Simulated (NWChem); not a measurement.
# BH3O3 (SMILES OB(O)O) at 3 levels

Aim: a comparison of 3 runs (HF/def2-SVPD, MP2/def2-SVPD, CCSD/def2-SVPD) of BH3O3. 

The results are computed with NWChem 7.3.0.

**1. The system as given**

The species is BH3O3 (7 atoms), meant as a singlet with charge 0. SMILES: `OB(O)O`. The shape is that of a PBE0-D4/def2-TZVP optimisation. This is a higher conformer, about 20 kJ/mol above the lowest found by a separate search.

Bond lengths: O1–B2 1.367 Å, B2–O3 1.360 Å, B2–O4 1.376 Å, O1–H5 0.957 Å, O3–H6 0.959 Å, O4–H7 0.957 Å. Angles: O1–B2–O3 116.5°, O1–B2–O4 125.2°, O3–B2–O4 118.3°, B2–O1–H5 115.3°, B2–O3–H6 111.6°, B2–O4–H7 115.8°.

**2. Energy and forces at HF/def2-SVPD (run 1)**

Contents of mymol.xyz:

```xyz
7

O     -1.109700     0.802600     0.321900
B     -0.012200    -0.006800     0.228700
O      0.501200    -0.469300     1.400100
O      0.600700    -0.381300    -0.945400
H     -1.457400     1.118600    -0.511500
H      1.266800    -1.028200     1.254500
H      0.210500    -0.035700    -1.748300
```

Contents of run.py:

```python
from ase.io import read
from ase.calculators.nwchem import NWChem

molecule = read('mymol.xyz')

calc = NWChem(
    label='mymol',
    theory='scf',
    memory='2200 mb',
    basis='def2-SVPD',
    basispar='spherical bse',
    scf={'nopen': '0', 'rhf': None, 'thresh': '1e-08', 'maxiter': '80'},
)
molecule.calc = calc

forces = molecule.get_forces()
print(f"energy = {molecule.get_potential_energy():.6f} eV")
print("forces (eV/A):")
for s, f in zip(molecule.symbols, forces):
    print(f"{s:2s} {f[0]:10.5f} {f[1]:10.5f} {f[2]:10.5f}")
print("dipole (e A):", molecule.get_dipole_moment().round(4))
```

The run is started by

```console
$ export ASE_NWCHEM_COMMAND="nwchem PREFIX.nwi > PREFIX.nwo"
$ python run.py
```

Output:

```text
energy = -6830.520434 eV
forces (eV/A):
O     0.06747    0.03034   -1.16754
B     0.02077   -0.04258    0.39765
O     0.71508   -0.48584   -0.65944
O    -0.77961    0.61089   -0.45267
H     0.23855   -0.23788    0.87669
H    -0.73066    0.52420    0.26976
H     0.46835   -0.39909    0.73554
dipole (e A): [-0.0008  0.0467 -0.6662]
```

The calculator wrote mymol.nwi:

```
title "mymol"

permanent_dir mymol

scratch_dir mymol

start mymol

geometry units angstrom nocenter noautosym noautoz
  O  -1.1096999999999999e+00 8.0259999999999998e-01 3.2190000000000002e-01
  B  -1.2200000000000001e-02 -6.7999999999999996e-03 2.2869999999999999e-01
  O  5.0119999999999998e-01 -4.6929999999999999e-01 1.4000999999999999e+00
  O  6.0070000000000001e-01 -3.8129999999999997e-01 -9.4540000000000002e-01
  H  -1.4574000000000000e+00 1.1186000000000000e+00 -5.1149999999999995e-01
  H  1.2667999999999999e+00 -1.0282000000000000e+00 1.2544999999999999e+00
  H  2.1049999999999999e-01 -3.5700000000000003e-02 -1.7483000000000000e+00
end

memory 2200 mb

basis spherical bse noprint
   * library def2-SVPD
end

scf
  nopen 0
  rhf
  thresh 1e-08
  maxiter 80
end

task scf gradient
```

mymol.nwo:

```text
Northwest Computational Chemistry Package (NWChem) 7.3.0
             --------------------------------------------------------

           Job information
           ---------------

    nwchem branch   = 7.3.0
    use scalapack   = T
    input           = mymol.nwi
    prefix          = mymol.
    data base       = mymol/mymol.db
    status          = startup
    nproc           =        1

           Memory information
           ------------------

[... 5 lines left out ...]
    hardfail = no
[... 132 lines left out ...]
         Quadratically convergent ROHF
[... 14 lines left out ...]
       Final RHF  results
[... 4 lines left out ...]
      Two-electron energy =    209.039604073581
[... 35 lines left out ...]
                       ROHF Final Molecular Orbital Analysis
[... 364 lines left out ...]
                 ----------------------------------------
                 |  Time  |  1-e(secs)   |  2-e(secs)   |
                 ----------------------------------------
                 |  CPU   |       0.01   |       3.90   |
                 ----------------------------------------
                 |  WALL  |       0.01   |       3.90   |
                 ----------------------------------------

 Task  times  cpu:       22.0s     wall:       22.0s
 Total times  cpu:       22.0s     wall:       22.0s
```

Wall time 23 s (1 thread of Intel Xeon Platinum 8488C (Sapphire Rapids), shared host); peak memory 0.1 GiB.

**3. Energy and forces at MP2/def2-SVPD (run 2)**

Contents of geom.nw:

```
start geom
title "BH3O3 gradient"
memory total 2200 mb

geometry noautosym nocenter noautoz
O       -1.109700       0.802600       0.321900
B       -0.012200      -0.006800       0.228700
O        0.501200      -0.469300       1.400100
O        0.600700      -0.381300      -0.945400
H       -1.457400       1.118600      -0.511500
H        1.266800      -1.028200       1.254500
H        0.210500      -0.035700      -1.748300
end

basis spherical bse
* library def2-SVPD
end

scf
singlet
rhf
thresh 1e-08
maxiter 80
end

mp2
freeze core 4
tight
end

task mp2 gradient
```

The run is started by

```console
$ nwchem geom.nw > geom.out
```

Output:

```text
[...]
  functions       =   113
[...]
  wavefunction    = RHF
[...]
         Total SCF energy =   -251.016998095086
      One-electron energy =   -576.286245061984
      Two-electron energy =    209.039604073618
 Nuclear repulsion energy =    116.229642893280
        Time for solution =     17.4s
[...]
          Total MP2 energy          -251.687159543543
[...]
                         mp2 ENERGY GRADIENTS
    atom               coordinates                        gradient
                 x          y          z           x          y          z
   1 O      -2.097029   1.516694   0.608303    0.004913  -0.003360  -0.004206
   2 B      -0.023055  -0.012850   0.432180    0.000054  -0.000068   0.000312
   3 O       0.947131  -0.886848   2.645805    0.000294   0.000321  -0.007807
   4 O       1.135158  -0.720553  -1.786547   -0.004971   0.003442   0.003674
   5 H      -2.754087   2.113847  -0.966595    0.002484  -0.002110   0.003824
   6 H       2.393905  -1.943016   2.370661   -0.004019   0.002993  -0.000050
   7 H       0.397787  -0.067463  -3.303808    0.001245  -0.001218   0.004252
[...]
```

Run time: 48 s. Hardware: 1 thread of Intel Xeon Platinum 8488C (Sapphire Rapids), shared host; peak memory 0.46 GiB.

**4. The energy at CCSD/def2-SVPD (run 3)**

Contents of a.nw:

```
start a
title "BH3O3"
memory total 2200 mb
geometry units angstroms noautosym nocenter noautoz
  O    -1.109700    0.802600    0.321900
  B    -0.012200   -0.006800    0.228700
  O     0.501200   -0.469300    1.400100
  O     0.600700   -0.381300   -0.945400
  H    -1.457400    1.118600   -0.511500
  H     1.266800   -1.028200    1.254500
  H     0.210500   -0.035700   -1.748300
end
basis spherical bse
  O library def2-SVPD
  B library def2-SVPD
  H library def2-SVPD
end
scf
  thresh 1e-08
  maxiter 80
  print low
end
ccsd
  freeze core 4
  maxiter 60
end
task ccsd energy
```

The run is started by

```console
$ nwchem a.nw > a.out
```

Output:

```text
[...]
  functions       =   113
[...]
  wavefunction    = RHF
[...]
         Total SCF energy =   -251.016998095086
      One-electron energy =   -576.286245061984
      Two-electron energy =    209.039604073618
 Nuclear repulsion energy =    116.229642893280
        Time for solution =     17.3s
[...]
 Total MP2 energy:           -251.687159543543601
[...]
             energy      energy      error      ampl     ampl      Block
                                                time     time      time
[...]
 Total CCSD energy:           -251.702811923192570
[...]
```

Run time: 2.9 min. Hardware: 1 thread of Intel Xeon Platinum 8488C (Sapphire Rapids), shared host; peak memory 0.31 GiB.

**5. The series**

```csv
run,level,module,frozen core orbitals,energy (Eh),dipole moment (D),HOMO energy (eV),LUMO energy (eV),wall time
1,HF/def2-SVPD,scf,–,-251.016998,3.21,-13.77,1.32,23 s
2,MP2/def2-SVPD,mp2,4,-251.687160,3.00,-13.77,1.32,48 s
3,CCSD/def2-SVPD,ccsd,4,-251.702812,–,–,–,2.9 min
```

**6. Results**

| quantity | value |
| --- | --- |
| run 3: total energy | -251.70281 Eh |
| run 3: correlation energy (4 core orbitals frozen) | -685.8 mEh |

Below the HF energy at the same shape and in the same basis (def2-SVPD): MP2 -670.2 mEh; CCSD -685.8 mEh. All runs together took 4.1 min, the longest 2.9 min.
